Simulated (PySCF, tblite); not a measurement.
# C8H6O3: vibronic structure

Aim: compute the vibronic structure of C8H6O3 (`Oc1ccc(-c2ccco2)o1`).

Computed with tblite 0.8.0 and PySCF 2.14.0 and routines of our own; the level stands in each step. Atoms count from 0.

## (1) The starting structure

17 atoms, charge 0, multiplicity 1; geometry from: force field or distance geometry start.

## (2) Geometry optimisation with GFN2-xTB

The job: settings as JSON, then the geometry in Å.

```
{"job": {"kind": "relax", "xc": "GFN2-xTB", "basis": "xTB"}, "charge": 0, "multiplicity": 1}
O     -3.391000     0.408600    -1.834000
C     -2.427800     0.135300    -0.872700
C     -2.651500    -0.309700     0.444700
C     -1.425000    -0.452800     1.047700
C     -0.493500    -0.107900     0.092600
C      0.961300    -0.091600     0.206700
C      1.889900     0.264000    -0.759200
C      3.182100     0.140900    -0.220600
C      2.953600    -0.301800     1.075300
O      1.654700    -0.422800     1.303200
O     -1.117900     0.233500    -1.030200
H     -3.733900     1.385600    -1.813700
H     -3.634200    -0.491300     0.907100
H     -1.237600    -0.785100     2.062800
H      1.660600     0.593700    -1.768100
H      4.118300     0.333700    -0.700600
H      3.684700    -0.520200     1.849100
```

The run is started by

```console
> OMP_NUM_THREADS=1 python excited_run.py task.json out
```

One launch serves the whole session: the jobs run in the order shown.

Standard output:

```text
step      E/eV     max force
  0    -880.32992    2.714
  1    -880.63487    0.938
  2    -880.67131    0.706
  3    -880.69858    0.578
  4    -880.72734    0.396
  5    -880.74420    0.361
  6    -880.75529    0.332
  7    -880.76203    0.270
  8    -880.76792    0.181
  9    -880.77187    0.147
 10    -880.77385    0.086
 11    -880.77469    0.065
 12    -880.77523    0.051
 13    -880.77566    0.059
 14    -880.77598    0.051
 15    -880.77629    0.054
 16    -880.77676    0.066
 17    -880.77755    0.094
 18    -880.77888    0.122
 19    -880.78099    0.156
 20    -880.78400    0.278
 21    -880.78949    0.291
 22    -880.79964    0.291
 23    -880.73186    2.413
 24    -880.81581    0.628
 25    -880.82872    0.290
 26    -880.81640    1.937
 27    -880.84971    0.328
 28    -880.85902    0.376
 29    -880.85747    1.721
 30    -880.88349    0.267
 31    -880.89134    0.303
 32    -880.89390    1.386
 33    -880.91126    0.255
 34    -880.91791    0.250
 35    -880.92812    0.853
 36    -880.93708    0.161
 37    -880.94193    0.139
 38    -880.95156    0.512
 39    -880.95796    0.144
 40    -880.96227    0.132
 41    -880.96796    0.136
 42    -880.97106    0.124
 43    -880.97386    0.093
 44    -880.97539    0.078
 45    -880.97655    0.080
 46    -880.97802    0.084
 47    -880.97975    0.071
 48    -880.98120    0.089
 49    -880.98190    0.054
 50    -880.98232    0.071
 51    -880.98262    0.046
 52    -880.98289    0.039
 53    -880.98314    0.050
 54    -880.98348    0.059
 55    -880.98396    0.061
 56    -880.98462    0.061
 57    -880.98536    0.068
 58    -880.98612    0.064
 59    -880.98695    0.069
 60    -880.98789    0.063
 61    -880.98880    0.055
 62    -880.98937    0.036
 63    -880.98965    0.033
 64    -880.98982    0.033
 65    -880.98999    0.031
 66    -880.99017    0.028
 67    -880.99031    0.025
 68    -880.99041    0.029
 69    -880.99050    0.029
 70    -880.99058    0.026
 71    -880.99066    0.020
 72    -880.99071    0.017
 73    -880.99074    0.013
 74    -880.99076    0.012
 75    -880.99079    0.011
 76    -880.99081    0.013
 77    -880.99083    0.011
 78    -880.99086    0.012
 79    -880.99091    0.016
 80    -880.99096    0.018
 81    -880.99099    0.019
 82    -880.99103    0.019
 83    -880.99107    0.020
 84    -880.99113    0.024
 85    -880.99124    0.025
 86    -880.99137    0.024
 87    -880.99149    0.024
 88    -880.99158    0.020
 89    -880.99167    0.023
 90    -880.99178    0.024
 91    -880.99189    0.019
 92    -880.99197    0.019
 93    -880.99202    0.016
 94    -880.99205    0.016
 95    -880.99208    0.012
 96    -880.99209    0.009
```

It took 0.52 s on 1 thread of Intel Xeon 6975P-C, shared host.

The steps of the relaxation: (not every step is listed)

```csv
step,energy from step 0 (eV),largest force (eV/Å)
0,0.0000,2.7143
1,-0.3049,0.9377
2,-0.3414,0.7062
3,-0.3687,0.5777
4,-0.3974,0.3958
5,-0.4143,0.3609
6,-0.4254,0.3317
7,-0.4321,0.2696
8,-0.4380,0.1807
16,-0.4468,0.0664
24,-0.4859,0.6276
32,-0.5640,1.3856
40,-0.6323,0.1321
48,-0.6513,0.0890
56,-0.6547,0.0613
64,-0.6599,0.0328
72,-0.6608,0.0168
80,-0.6610,0.0176
88,-0.6617,0.0195
91,-0.6620,0.0192
92,-0.6621,0.0193
93,-0.6621,0.0159
94,-0.6621,0.0158
95,-0.6622,0.0120
96,-0.6622,0.0092
```

Close pairs (by a distance rule), those that changed most:

```csv
bond,before (Å),after (Å),change (Å)
O0–H11,1.036,0.966,-0.070
O0–C1,1.388,1.341,-0.047
C1–C2,1.408,1.363,-0.046
C2–C3,1.374,1.415,+0.041
C4–O10,1.329,1.368,+0.039
C2–H12,1.101,1.069,-0.033
C7–C8,1.388,1.361,-0.028
C4–C5,1.459,1.433,-0.026
```

The end geometry stands in the next job.

## (3) Infrared spectrum with GFN2-xTB

The job: settings as JSON, then the geometry in Å.

```
{"job": {"kind": "ir", "xc": "GFN2-xTB", "basis": "xTB"}, "charge": 0, "multiplicity": 1}
O     -3.384868     0.594115    -1.609511
C     -2.504811     0.220953    -0.669715
C     -2.708238    -0.314060     0.567000
C     -1.416571    -0.506538     1.112954
C     -0.519285    -0.077048     0.172312
C      0.913618    -0.038176     0.165680
C      1.800544     0.379579    -0.796541
C      3.088875     0.180700    -0.253359
C      2.897108    -0.339054     0.989488
O      1.585290    -0.475534     1.254362
O     -1.192356     0.373059    -0.930723
H     -2.900008     0.937119    -2.370948
H     -3.651749    -0.537200     1.016249
H     -1.177237    -0.911075     2.074268
H      1.553629     0.772935    -1.760577
H      4.025611     0.395299    -0.725338
H      3.583449    -0.643043     1.754490
```

Standard output:

```text
mode    cm-1     km/mol
  1      61.7      0.00
  2     102.4      0.00
  3     104.6      0.04
  4     261.4      0.36
  5     321.1      5.70
  6     349.0     15.97
  7     361.9    166.71
  8     390.4      7.28
  9     479.6      8.53
 10     582.0      1.58
 11     594.5      0.12
 12     619.9     29.67
 13     656.2      0.18
 14     671.0     22.05
 15     757.4     11.54
 16     795.7     20.99
 17     808.5      8.88
 18     822.1      2.59
 19     842.8      2.32
 20     847.2      6.24
 21     857.8      1.91
 22     949.9      2.25
 23     994.2     51.38
 24    1033.2     52.57
 25    1037.5     27.11
 26    1072.5     49.27
 27    1101.3    113.64
 28    1120.9     22.97
 29    1155.2     15.90
 30    1179.1      6.55
 31    1218.1      6.48
 32    1281.9     76.48
 33    1315.2     29.72
 34    1370.5     98.56
 35    1381.4     56.63
 36    1452.8    101.98
 37    1531.5     24.57
 38    1585.8    191.37
 39    1623.7    141.26
 40    3169.3      3.63
 41    3184.9     22.42
 42    3193.3      8.05
 43    3195.5     12.32
 44    3209.7      6.55
 45    3513.6     46.52
```

Run time: 0.51 s. Hardware: 1 thread of Intel Xeon 6975P-C, shared host.

The strongest bands and the atoms that carry them (share of the mass-weighted mode):

```csv
cm⁻¹,km/mol,atoms
362,166.7,"H11 78 %, O0 10 %"
1101,113.6,"H11 26 %, H14 17 %, O9 11 %, C8 10 %"
1282,76.5,"C1 23 %, C3 21 %, C2 15 %"
1370,98.6,"C2 18 %, C1 17 %, C3 12 %"
1381,56.6,"C7 18 %, C6 17 %, C5 13 %"
1453,102.0,"C5 22 %, C8 18 %, C3 16 %, C7 13 %"
1586,191.4,"C5 29 %, C1 23 %, C4 17 %, C6 10 %"
1624,141.3,"C1 37 %, C2 19 %, C4 16 %"
```

## (4) Vibronic structure: TDA BHandHLYP/6-31G*

The job, as its differences from that of step 3:

```diff
@@ -1,2 +1,2 @@
-{"job": {"kind": "ir", "xc": "GFN2-xTB", "basis": "xTB"}, "charge": 0, "multiplicity": 1}
+{"job": {"kind": "vib", "xc": "BHandHLYP", "basis": "6-31G*", "tda": true}, "charge": 0, "multiplicity": 1}
 O     -3.384868     0.594115    -1.609511
```

Level: TDA BHandHLYP/6-31G* vertical-gradient vibronic structure (displaced harmonic oscillators, Condon), gas phase.

Standard output:

```text
final grid: 71816 points
cycle   1  E = -533.6417504732  dE =  3.060e+00  |g| = 7.588e-01  |ddm| = 4.573e+00
cycle   2  E = -533.6675548923  dE = -2.580e-02  |g| = 7.261e-01  |ddm| = 1.056e+00
cycle   3  E = -533.7663874878  dE = -9.883e-02  |g| = 7.250e-02  |ddm| = 5.220e-01
cycle   4  E = -533.7673588387  dE = -9.714e-04  |g| = 3.736e-02  |ddm| = 1.056e-01
cycle   5  E = -533.7676465309  dE = -2.877e-04  |g| = 1.274e-02  |ddm| = 4.358e-02
cycle   6  E = -533.7676822978  dE = -3.577e-05  |g| = 2.625e-03  |ddm| = 1.330e-02
cycle   7  E = -533.7676840868  dE = -1.789e-06  |g| = 7.071e-04  |ddm| = 3.317e-03
cycle   8  E = -533.7676842302  dE = -1.434e-07  |g| = 3.734e-04  |ddm| = 1.043e-03
cycle   9  E = -533.7676842685  dE = -3.835e-08  |g| = 6.996e-05  |ddm| = 4.725e-04
cycle  10  E = -533.7676842703  dE = -1.760e-09  |g| = 4.979e-05  |ddm| = 1.408e-04
cycle  11  E = -533.7676842710  dE = -6.692e-10  |g| = 9.990e-06  |ddm| = 6.072e-05
converged SCF energy = -533.7676842710

Singlet excitations (eV, f): 4.896 (0.8816)  6.519 (0.0000)  6.535 (0.0035)  6.944 (0.0032)  7.195 (0.0067)  7.616 (0.0002)

State S1  4.8965 eV  f = 0.88161  H->L 0.96
  relaxed dipole 1.525 D, largest gradient of the excitation energy 0.0696 Eh/bohr
  mode    cm-1        S   lambda/meV  Raman
   38   1585.8    0.6128     120.5   1.000
   22    949.9    0.4023      47.4   0.235
   37   1531.5    0.2177      41.3   0.331
   35   1381.4    0.1828      31.3   0.226
   39   1623.7    0.1238      24.9   0.212
    8    390.4    0.2668      12.9   0.026
   24   1033.2    0.0863      11.1   0.060
   25   1037.5    0.0838      10.8   0.058
   23    994.2    0.0726       9.0   0.047
   32   1281.9    0.0561       8.9   0.060
   27   1101.3    0.0402       5.5   0.032
   36   1452.8    0.0285       5.1   0.039
  reorganisation energy 0.3411 eV, total S 2.298, 0-0 4.5554 eV
  absorption maximum 4.747 eV, width 0.432 eV

State T1  2.7249 eV  f = 0.00000  H->L 0.91
  relaxed dipole 1.392 D, largest gradient of the excitation energy 0.1032 Eh/bohr
  mode    cm-1        S   lambda/meV  Raman
   38   1585.8    1.0888     214.1   1.000
   39   1623.7    0.4419      89.0   0.425
   37   1531.5    0.4096      77.8   0.351
   35   1381.4    0.2747      47.1   0.191
   22    949.9    0.3203      37.7   0.106
   25   1037.5    0.1494      19.2   0.059
   24   1033.2    0.1319      16.9   0.051
   32   1281.9    0.0985      15.6   0.059
   23    994.2    0.1182      14.6   0.043
    8    390.4    0.2758      13.4   0.015
   36   1452.8    0.0500       9.0   0.039
   26   1072.5    0.0493       6.6   0.021
  reorganisation energy 0.5814 eV, total S 3.619, 0-0 2.1435 eV
  absorption maximum 2.532 eV, width 0.654 eV
```

Wall time 25 s (1 thread of Intel Xeon 6975P-C, shared host); peak memory 0.94 GiB.

## (5) Vibronic structure: TDA HF/6-31G*

The job, as its differences from that of step 4:

```diff
@@ -1,2 +1,2 @@
-{"job": {"kind": "vib", "xc": "BHandHLYP", "basis": "6-31G*", "tda": true}, "charge": 0, "multiplicity": 1}
+{"job": {"kind": "vib", "xc": "HF", "basis": "6-31G*", "tda": true, "temperature": 400, "nbright": 3}, "charge": 0, "multiplicity": 1}
 O     -3.384868     0.594115    -1.609511
```

Method: TDA HF/6-31G* vertical-gradient vibronic structure (displaced harmonic oscillators, Condon), gas phase.

Standard output:

```text
final grid: 71816 points
cycle   1  E = -530.7831018688  dE =  4.001e+00  |g| = 7.923e-01  |ddm| = 4.441e+00
cycle   2  E = -530.9290080435  dE = -1.459e-01  |g| = 3.584e-01  |ddm| = 9.993e-01
cycle   3  E = -530.9556721998  dE = -2.666e-02  |g| = 9.643e-02  |ddm| = 3.541e-01
cycle   4  E = -530.9584302731  dE = -2.758e-03  |g| = 1.867e-02  |ddm| = 1.523e-01
cycle   5  E = -530.9585489290  dE = -1.187e-04  |g| = 7.574e-03  |ddm| = 2.916e-02
cycle   6  E = -530.9585710275  dE = -2.210e-05  |g| = 2.500e-03  |ddm| = 1.061e-02
cycle   7  E = -530.9585756473  dE = -4.620e-06  |g| = 8.993e-04  |ddm| = 5.495e-03
cycle   8  E = -530.9585763129  dE = -6.656e-07  |g| = 3.217e-04  |ddm| = 2.047e-03
cycle   9  E = -530.9585763995  dE = -8.663e-08  |g| = 1.261e-04  |ddm| = 8.600e-04
cycle  10  E = -530.9585764086  dE = -9.112e-09  |g| = 4.871e-05  |ddm| = 2.168e-04
cycle  11  E = -530.9585764107  dE = -2.089e-09  |g| = 1.663e-05  |ddm| = 1.224e-04
cycle  12  E = -530.9585764110  dE = -2.642e-10  |g| = 8.169e-06  |ddm| = 4.425e-05
converged SCF energy = -530.9585764110

Singlet excitations (eV, f): 5.049 (0.7845)  7.274 (0.0003)  7.861 (0.0001)  7.877 (0.0025)  8.156 (0.0407)  8.521 (0.0000)

State S1  5.0491 eV  f = 0.78452  H->L 0.93
  relaxed dipole 1.291 D, largest gradient of the excitation energy 0.0998 Eh/bohr
  mode    cm-1        S   lambda/meV  Raman
   38   1585.8    1.1739     230.8   1.000
   37   1531.5    0.4071      77.3   0.323
   39   1623.7    0.3068      61.8   0.274
   35   1381.4    0.3297      56.5   0.213
   22    949.9    0.4225      49.8   0.129
   32   1281.9    0.1516      24.1   0.084
    8    390.4    0.4068      19.7   0.021
   25   1037.5    0.1395      17.9   0.051
   24   1033.2    0.1356      17.4   0.049
   23    994.2    0.0964      11.9   0.032
   36   1452.8    0.0590      10.6   0.042
   26   1072.5    0.0403       5.4   0.016
  reorganisation energy 0.6017 eV, total S 3.856, 0-0 4.4475 eV
  absorption maximum 5.019 eV, width 0.756 eV

State S5  8.1563 eV  f = 0.04074  H->L+3 0.52, H-2->L 0.27
  relaxed dipole 1.928 D, largest gradient of the excitation energy 0.0706 Eh/bohr
  mode    cm-1        S   lambda/meV  Raman
   38   1585.8    0.8838     173.8   1.000
   23    994.2    0.5359      66.1   0.238
   37   1531.5    0.3357      63.7   0.354
   32   1281.9    0.1011      16.1   0.075
   27   1101.3    0.1141      15.6   0.062
   30   1179.1    0.1057      15.5   0.066
    9    479.6    0.1109       6.6   0.011
   24   1033.2    0.0277       3.5   0.013
   36   1452.8    0.0174       3.1   0.016
   28   1120.9    0.0202       2.8   0.011
   33   1315.2    0.0169       2.8   0.013
   39   1623.7    0.0120       2.4   0.014
  reorganisation energy 0.3817 eV, total S 2.357, 0-0 7.7746 eV
  absorption maximum 7.969 eV, width 0.542 eV

State T1  2.4092 eV  f = 0.00000  H->L 0.82
  relaxed dipole 1.759 D, largest gradient of the excitation energy 0.1105 Eh/bohr
  mode    cm-1        S   lambda/meV  Raman
   38   1585.8    1.2193     239.7   1.000
   39   1623.7    0.6242     125.7   0.537
   37   1531.5    0.5085      96.6   0.389
   35   1381.4    0.2762      47.3   0.172
   22    949.9    0.3593      42.3   0.106
   25   1037.5    0.1684      21.7   0.059
   23    994.2    0.1698      20.9   0.055
   24   1033.2    0.1240      15.9   0.043
   32   1281.9    0.0974      15.5   0.052
   36   1452.8    0.0788      14.2   0.054
   33   1315.2    0.0592       9.7   0.033
   30   1179.1    0.0600       8.8   0.027
  reorganisation energy 0.6896 eV, total S 4.162, 0-0 1.7195 eV
  absorption maximum 2.302 eV, width 0.844 eV
```

Wall time 13 s (1 thread of Intel Xeon 6975P-C, shared host); peak memory 0.9 GiB.

## (6) Outcome

| quantity | value |
| --- | --- |
| strongest single infrared mode (GFN2-xTB) | 1586 cm⁻¹, 191 km/mol |
| zero-point energy (GFN2-xTB) | 76.0 kcal/mol |
| S1: vertical, reorganisation, 0-0, total S (step 4, TDA BHandHLYP/6-31G*, modes from GFN2-xTB) | 4.90, 0.34, 4.56 eV; 2.3 |
| T1: vertical, reorganisation, 0-0, total S (step 4, TDA BHandHLYP/6-31G*, modes from GFN2-xTB) | 2.72, 0.58, 2.14 eV; 3.6 |
| S1: vertical, reorganisation, 0-0, total S (step 5, TDA HF/6-31G*, modes from GFN2-xTB) | 5.05, 0.60, 4.45 eV; 3.9 |
| S5: vertical, reorganisation, 0-0, total S (step 5, TDA HF/6-31G*, modes from GFN2-xTB) | 8.16, 0.38, 7.77 eV; 2.4 |
| T1: vertical, reorganisation, 0-0, total S (step 5, TDA HF/6-31G*, modes from GFN2-xTB) | 2.41, 0.69, 1.72 eV; 4.2 |

**Reading.** No mode is imaginary among the 45: a minimum at this level. The strongest single mode, at 1586 cm⁻¹, is spread over several atoms, C5, C1, C4, C6 among them. Unscaled tight-binding wavenumbers are off by several per cent, some by more. Its intensities can rank the bands wrongly. The vibronic model keeps the ground-state modes (from xTB) and shifts them along the gradient alone, so it can miss much of the relaxation that a full optimisation finds.
